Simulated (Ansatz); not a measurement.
**C₂H₅BS: one species, many methods**

The task here is to estimate one member of a computed series from the others.

Computed with Ansatz 0.2.0, Gaussian basis. Level: functionals in def2-TZVPP, the program's frozen cores in correlated methods.

Plan: LDA (SPW92), PBE-D4, revPBE-D4, BLYP-D4, r2SCAN-D4, B97M-V, PBE0-D4, B3LYP-D4, r2SCANh-D4, r2SCAN0-D4, HSE06-D4, BHLYP-D4, CAM-B3LYP-D4, LC-ωPBE, ωB97X-V, ωB97M-V, B2PLYP, PBE-QIDH; CCSD(T)/def2-SVP; CCSD(T)/def2-TZVPP; MP2/def2-QZVPP; extrapolation to the limit; RPA on PBE.

## The geometry

All runs share one geometry, relaxed beforehand with PBE0-D4 in a triple-zeta def2 set.

9 atoms, charge 0, spin multiplicity 1.

Atoms are counted from 1 here; the program's logs count them from 0.

Bond lengths: S1–C2 1.774 Å, S1–B3 1.967 Å, S1–H5 1.361 Å, C2–B3 1.543 Å, C2–C4 1.505 Å, C2–H6 1.080 Å, B3–C4 1.562 Å, B3–H7 1.185 Å, C4–H8 1.091 Å, C4–H9 1.089 Å. Angles: C2–S1–B3 48.4°, C2–S1–H5 102.4°, B3–S1–H5 106.5°, S1–C2–B3 72.4°, S1–C2–C4 103.2°, S1–C2–H6 120.5°, B3–C2–C4 61.7°, B3–C2–H6 145.4°, C4–C2–H6 132.7°, S1–B3–C2 59.3°, S1–B3–C4 93.0°, S1–B3–H7 121.5°, C2–B3–C4 58.0°, C2–B3–H7 142.6°, C4–B3–H7 145.1°, C2–C4–B3 60.4°, C2–C4–H8 118.6°, C2–C4–H9 114.0° and more.

The first run:

File in.yaml:

```yaml
crystal:
  periodic: [false, false, false]
  atoms:
    - {symbol: S, position_ang: [0.041301, 0.414377, -1.624978]}
    - {symbol: C, position_ang: [0.301888, 0.790064, 0.089592]}
    - {symbol: B, position_ang: [0.778402, -0.657447, -0.149210]}
    - {symbol: C, position_ang: [-0.417178, -0.324593, 0.799927]}
    - {symbol: H, position_ang: [-1.292613, 0.148375, -1.665935]}
    - {symbol: H, position_ang: [0.594682, 1.783642, 0.394680]}
    - {symbol: H, position_ang: [1.752556, -1.316486, -0.290250]}
    - {symbol: H, position_ang: [-1.467276, -0.502915, 0.563080]}
    - {symbol: H, position_ang: [-0.203262, -0.381318, 1.865994]}
basis:
  gaussian: {orbitals: def2-TZVPP}
hamiltonian: {xc: lda}
output: {orbitals: {seedname: orbitals}}
```

The run is started by

```
$ ansatz run in.yaml --threads 2 --pin off --events-out ev --progress --plain --max-ram 4352MiB
```

Steps of the session up to this table: LDA; PBE-D4 (GGA); revPBE-D4 (GGA); BLYP-D4 (GGA); r2SCAN-D4 (meta-GGA); B97M-V (meta-GGA); PBE0-D4 (hybrid); B3LYP-D4 (hybrid); r2SCANh-D4 (hybrid); r2SCAN0-D4 (hybrid); HSE06-D4 (hybrid); BHLYP-D4 (hybrid); CAM-B3LYP-D4 (range-separated); LC-ωPBE (range-separated); ωB97X-V (range-separated); ωB97M-V (range-separated); B2PLYP (double hybrid); PBE-QIDH (double hybrid).

One of the session's tables, all rows but one given; the rest of the session is left out.

It belongs to the step «Orbital energies across the functionals». 

| functional | HOMO (eV) | gap (eV) |
| --- | --- | --- |
| LDA (SPW92) | -6.04 | 4.95 |
| PBE-D4 | -5.90 | 5.01 |
| revPBE-D4 | -5.85 | 5.04 |
| BLYP-D4 | -5.77 | 5.01 |
| r2SCAN-D4 | -6.09 | 5.52 |
| B97M-V | -6.16 | 5.55 |
| PBE0-D4 | ? | ? |
| B3LYP-D4 | -6.85 | 6.73 |
| r2SCANh-D4 | -6.53 | 6.32 |
| r2SCAN0-D4 | -7.18 | 7.51 |
| HSE06-D4 | -6.65 | 6.39 |
| BHLYP-D4 | -8.10 | 9.23 |
| CAM-B3LYP-D4 | -8.38 | 9.59 |
| LC-ωPBE | -9.72 | 12.15 |
| ωB97X-V | -9.37 | 11.66 |
| ωB97M-V | -9.26 | 11.31 |

**Question.** Estimate the row for PBE0-D4.

The run gave: HOMO (eV): -7.05; gap (eV): 7.18. In the column «HOMO (eV)» it lies between r2SCAN0-D4 (-7.18) and B3LYP-D4 (-6.85).
